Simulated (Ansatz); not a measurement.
Born–Oppenheimer molecular dynamics of a periodic cell of 21 atoms, Ni4H8NO8 (host NiH2O2, host structure P1, interstitial N). It starts from a relaxed structure.

Computed with DFT LDA, scalar-relativistic, plane waves, PAW in Ansatz. Settings: cutoff 420 eV, k mesh 2x2x1, fermi-dirac smearing 0.05 eV, spin collinear.

* ensemble: NVE (velocity Verlet)
* time step: 0.5 fs
* steps asked: 30
* starting velocities drawn for: 1800 K
* seed: 26342

First frame:

```xyz
21
Lattice="6.2882 0.0000 0.0000 3.1433 5.4529 0.0000 0.4657 0.2418 6.7000" Properties=species:S:1:pos:R:3
Ni 1.748 2.420 -0.007
H 3.513 1.621 1.898
H 2.154 0.807 4.910
O 3.347 1.524 0.933
O 2.190 0.828 5.885
Ni 3.328 5.147 0.016
H 4.972 3.808 1.941
H 4.184 3.352 4.785
O 4.917 4.098 0.963
O 3.923 3.496 5.756
Ni 4.903 2.423 0.012
H 6.129 1.798 1.944
H 5.371 1.282 4.788
O 6.353 1.601 0.964
O 5.367 0.988 5.758
Ni 6.467 5.141 -0.006
H 8.062 4.247 1.791
H 6.670 3.417 4.800
O 8.061 4.248 0.815
O 6.904 3.552 5.754
N 5.242 2.608 3.357
```

Task: What does the run give?

Result: All steps were run.

| Property | Result |
| --- | --- |
| steps done | 30 |
| time covered | 15 fs |
| mean temperature over the second half | 1083 K |
| spread of the potential energy over the second half | 12.9 meV per atom |
| mean potential energy of the second half above the start | 88.5 meV per atom |

The conserved energy stayed within 0.26 meV per atom of its start (net change 0.16 meV per atom), so the integration is sound. A run of 0.015 ps of so small a system gives no equilibrium averages. No Hubbard correction was used and the magnetic state wasn't searched. Limits of this set-up: coarse k mesh.

Task: What happens to the structure?

Result: Mean squared displacements from the first frame to the last, about the centre of mass: Ni 0.02 Å², H 0.19 Å², O 0.04 Å², N 0.03 Å². Another seed would give other details.

Task: How do temperature and energy run in time?

Result: 
```
time (fs)  T (K)  potential energy less start (eV)  conserved less start (meV/atom)
      0.0   1800                             0.000                             0.00
      0.5   1788                             0.032                             0.03
      1.0   1755                             0.118                             0.10
      1.5   1710                             0.236                             0.17
      2.0   1662                             0.362                             0.23
      2.5   1618                             0.477                             0.26
      3.0   1581                             0.570                             0.26
      3.5   1554                             0.642                             0.24
      4.0   1532                             0.698                             0.21
      4.5   1512                             0.748                             0.17
      5.0   1490                             0.804                             0.14
      5.5   1463                             0.873                             0.12
      6.0   1428                             0.963                             0.12
      6.5   1386                             1.074                             0.14
      7.0   1337                             1.199                             0.16
      7.5   1288                             1.329                             0.20
      8.0   1241                             1.450                             0.23
      8.5   1202                             1.551                             0.25
      9.0   1173                             1.626                             0.24
      9.5   1153                             1.677                             0.19
     10.0   1136                             1.720                             0.13
     10.5   1115                             1.773                             0.11
     11.0   1088                             1.843                             0.13
     11.5   1057                             1.925                             0.19
     12.0   1028                             2.002                             0.23
     12.5   1005                             2.060                             0.24
     13.0    990                             2.098                             0.22
     13.5    980                             2.123                             0.18
     14.0    970                             2.148                             0.15
     14.5    957                             2.183                             0.14
     15.0    938                             2.231                             0.16
```

The run took 8.3 min on 1 thread of Arm Neoverse V1 (shared host), peak memory 0.59 GiB.
